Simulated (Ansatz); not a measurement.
# One shape, several levels: doublet [BGeNH6]+

Aim: a comparison of 6 runs (U-r2SCAN/6-31G*, UB2PLYP/6-31G*, UB3LYP/6-31G*, UBHLYP/6-31G*, USVWN5/6-31G*, UCCSD/6-31G*) of doublet [BGeNH6]+. 

The calculation is run with Ansatz 0.2.0.

69 further runs of the same task are left out: 69 set aside as unsound or not needed.

## Step 1: The molecule

The species is [BGeNH6]+ (9 atoms), meant as a doublet with charge +1. SMILES of the parent species: `B[NH][GeH3]`. Geometry: relaxed at PBE0-D4/def2-TZVP. That shape belongs to the parent species and isn't relaxed for this state.

Bond lengths: B1–N2 1.392 Å, N2–Ge3 1.854 Å, B1–H4 1.199 Å, B1–H5 1.199 Å, N2–H6 1.010 Å, Ge3–H7 1.538 Å, Ge3–H8 1.530 Å, Ge3–H9 1.538 Å. Some angles: B1–N2–Ge3 126.2°, B1–N2–H6 117.9°, Ge3–N2–H6 115.9°, N2–B1–H4 119.2°, N2–B1–H5 119.6°, N2–Ge3–H7 109.1°, N2–Ge3–H8 106.5°, N2–Ge3–H9 109.1°, H4–B1–H5 121.2°, H7–Ge3–H8 111.5°.

## Step 2: A single-point energy at U-r2SCAN/6-31G(d) (spherical functions) (run 1)

File input.yaml:

```yaml
crystal:
  periodic: [false, false, false]
  atoms:
    - {symbol: B, position_ang: [-0.874000, 0.629500, -1.162900]}
    - {symbol: N, position_ang: [-0.023300, 0.687100, -0.062700]}
    - {symbol: Ge, position_ang: [0.665200, -0.761400, 0.866600]}
    - {symbol: H, position_ang: [-1.217900, -0.440700, -1.581000]}
    - {symbol: H, position_ang: [-1.249100, 1.647000, -1.674800]}
    - {symbol: H, position_ang: [0.253900, 1.598400, 0.272500]}
    - {symbol: H, position_ang: [2.201600, -0.714800, 0.804900]}
    - {symbol: H, position_ang: [0.114900, -2.015200, 0.184600]}
    - {symbol: H, position_ang: [0.217300, -0.676000, 2.335700]}
basis:
  gaussian: {orbitals: 6-31G_st_-spherical.json}
total_charge: 1
magnetization: {spin_polarized: true, initial_magnetization: 1}
hamiltonian: {xc: {name: r2SCAN}}
accuracy: high
output: {orbitals: {seedname: orbitals}}
```

The basis set 6-31G* is read from a file made from the Basis Set Exchange's data (not shown).

The run is started by

```
$ ansatz run input.yaml --threads 1 --pin off --max-ram 3480MiB --events-out events.jsonl --progress --plain --runs-dir runs
```

The log of the run:

```text
Warning: RAYON_NUM_THREADS=1 ignored (pool sized by the plan → 1); use --threads N
Functional definition: r2SCAN
  name "r2SCAN"
  parameter k0 = 0.174
  parameter k1 = 0.065
  parameter a1 = 4.9479
  exchange = r2scan_x(k0 = k0, k1 = k1, a1 = a1)
  correlation = r2scan_c
1655 factors; integrals over basis functions are off by at most 4.4e-9 eV
mean field evaluation 1: about -58746.4434 eV, gradient 5.8e1 eV
mean field evaluation 2: about -58662.8891 eV, gradient 1.1e2 eV
mean field evaluation 4: about -58758.8722 eV, gradient 2.0e1 eV
mean field evaluation 8: about -58762.9306 eV, gradient 7.8e-1 eV
mean field evaluation 16: about -58762.9310 eV, gradient 4.9e-3 eV
mean field evaluation 32: about -58762.9311 eV, gradient 1.8e-8 eV
mean field evaluation 64: about -58762.9310 eV, gradient 1.1e-2 eV
mean field -58762.93114154 eV, -2159.4978885062 hartree, gradient 1.6e-8 eV, S^2 0.759859; 4 other end points of the search recorded, 0 dependent functions left out
reference -58762.93114363 eV, -2159.4978885832 hartree; 25, 24 occupied and 47, 48 virtual orbitals, 1655 factors
Total energy: -58762.93114363 eV, -2159.4978885832 hartree
```

Wall time 50 s (1 thread of Arm Neoverse V2, shared host); peak memory 0.39 GiB.

## Step 3: The energy at UB2PLYP/6-31G(d) (spherical functions) (run 2)

File input.yaml:

```yaml
crystal:
  periodic: [false, false, false]
  atoms:
    - symbol: B
      position_ang: [-0.874000, 0.629500, -1.162900]
    - symbol: N
      position_ang: [-0.023300, 0.687100, -0.062700]
    - symbol: Ge
      position_ang: [0.665200, -0.761400, 0.866600]
    - symbol: H
      position_ang: [-1.217900, -0.440700, -1.581000]
    - symbol: H
      position_ang: [-1.249100, 1.647000, -1.674800]
    - symbol: H
      position_ang: [0.253900, 1.598400, 0.272500]
    - symbol: H
      position_ang: [2.201600, -0.714800, 0.804900]
    - symbol: H
      position_ang: [0.114900, -2.015200, 0.184600]
    - symbol: H
      position_ang: [0.217300, -0.676000, 2.335700]
basis:
  gaussian: {orbitals: 6-31G_st_-spherical.json}
total_charge: 1
magnetization: {spin_polarized: true, initial_magnetization: 1}
hamiltonian: {xc: {name: B2PLYP}}
correlation: {frozen_orbitals: {B: 1, Ge: 9, H: 0, "N": 1}}
accuracy: high
output: {orbitals: {seedname: orbitals}}
```

The basis set 6-31G* is read from a file made from the Basis Set Exchange's data (not shown).

The run is started by

```
$ ansatz run input.yaml --threads 1 --pin off --max-ram 3480MiB --events-out events.jsonl --progress --plain --runs-dir runs
```

The log of the run, shortened:

```text
Warning: RAYON_NUM_THREADS=1 ignored (pool sized by the plan → 1); use --threads N
Functional definition: B2PLYP
  name "B2PLYP"
[...]
1655 factors; integrals over basis functions are off by at most 4.4e-9 eV
[...]
mean field -58747.76862366 eV, -2158.9406762518 hartree, gradient 5.3e-8 eV, S^2 0.759613; 4 other end points of the search recorded, 0 dependent functions left out
11 core orbitals not correlated: weight in the atoms' cores, before any rotation towards them, 1.000 or more for the frozen orbitals, at most 0.000 for the correlated occupied ones
reference -58747.76864959 eV, -2158.9406772047 hartree; 14, 13 occupied and 47, 48 virtual orbitals, 1655 factors
second order -14.74781478 eV of doubles, -0.00000000 eV of singles
Total energy: -58751.75055958 eV, -2159.0870096978 hartree
```

Run time: 16 s. Hardware: 1 thread of Arm Neoverse V2, shared host; peak memory 0.43 GiB.

Runs 3 to 5 aren't shown in full; the table further down has their settings and results.

## Step 4: The energy at UCCSD/6-31G(d) (spherical functions) (run 6)

File in.yaml:

```yaml
crystal:
  periodic: [false, false, false]
  atoms:
    - symbol: B
      position_ang: [-0.874000, 0.629500, -1.162900]
    - symbol: "N"
      position_ang: [-0.023300, 0.687100, -0.062700]
    - symbol: Ge
      position_ang: [0.665200, -0.761400, 0.866600]
    - symbol: H
      position_ang: [-1.217900, -0.440700, -1.581000]
    - symbol: H
      position_ang: [-1.249100, 1.647000, -1.674800]
    - symbol: H
      position_ang: [0.253900, 1.598400, 0.272500]
    - symbol: H
      position_ang: [2.201600, -0.714800, 0.804900]
    - symbol: H
      position_ang: [0.114900, -2.015200, 0.184600]
    - symbol: H
      position_ang: [0.217300, -0.676000, 2.335700]
basis:
  gaussian:
    orbitals: 6-31G_st_-spherical.json
total_charge: 1
magnetization:
  spin_polarized: true
  initial_magnetization: 1
correlation:
  method: ccsd
  frozen_orbitals: {B: 1, Ge: 9, H: 0, "N": 1}
accuracy: high
scf:
  omitted_lower_state_checks: [cluster_reference, increment]
```

The basis set 6-31G* is read from a file made from the Basis Set Exchange's data (not shown).

The run is started by

```
$ ansatz run in.yaml --threads 1 --pin off --max-ram 3480MiB --events-out events.jsonl --progress --plain --runs-dir runs
```

The log of the run:

```text
Warning: RAYON_NUM_THREADS=1 ignored (pool sized by the plan → 1); use --threads N
[... 15 lines left out ...]
11 core orbitals not correlated: weight in the atoms' cores, before any rotation towards them, 1.000 or more for the frozen orbitals, at most 0.000 for the correlated occupied ones
[... 33 lines left out ...]
Total energy: -58718.43660190 eV, -2157.8627443341 hartree
Checks for a lower state left out: cluster_reference, increment
```

Wall time 31 s (1 thread of Arm Neoverse V2, shared host); peak memory 0.55 GiB.

## Step 5: The series

```tsv
run	level	frozen core orbitals	energy (Eh)	HOMO energy (eV)	LUMO energy (eV)	⟨S²⟩	wall time
1	U-r2SCAN/6-31G* (spherical functions)	–	-2159.497889	-13.45	-13.12	0.760	50 s
2	UB2PLYP/6-31G* (spherical functions)	11	-2159.087010	-16.10	-10.68	0.760	16 s
3	UB3LYP/6-31G* (spherical functions)	–	-2159.622185	-14.33	-12.67	0.758	20 s
4	UBHLYP/6-31G* (spherical functions)	–	-2159.501112	-16.12	-11.15	0.759	12 s
5	USVWN5/6-31G* (spherical functions)	–	-2155.630713	-13.30	–	0.752	7.5 s
6	UCCSD/6-31G* (spherical functions)	11	-2157.862744	–	–	0.760	31 s
```

## Step 6: Outcome

```
                                           quantity           value
                                run 6: total energy  -2157.86274 Eh
run 6: correlation energy (11 core orbitals frozen)      -473.7 mEh
           run 6: ⟨S²⟩ of the reference determinant           0.760
                               run 6: T1 diagnostic           0.030
```

**Reading.** Totals of different functionals can't be ranked against each other. All runs together took 2.3 min, the longest 50 s.
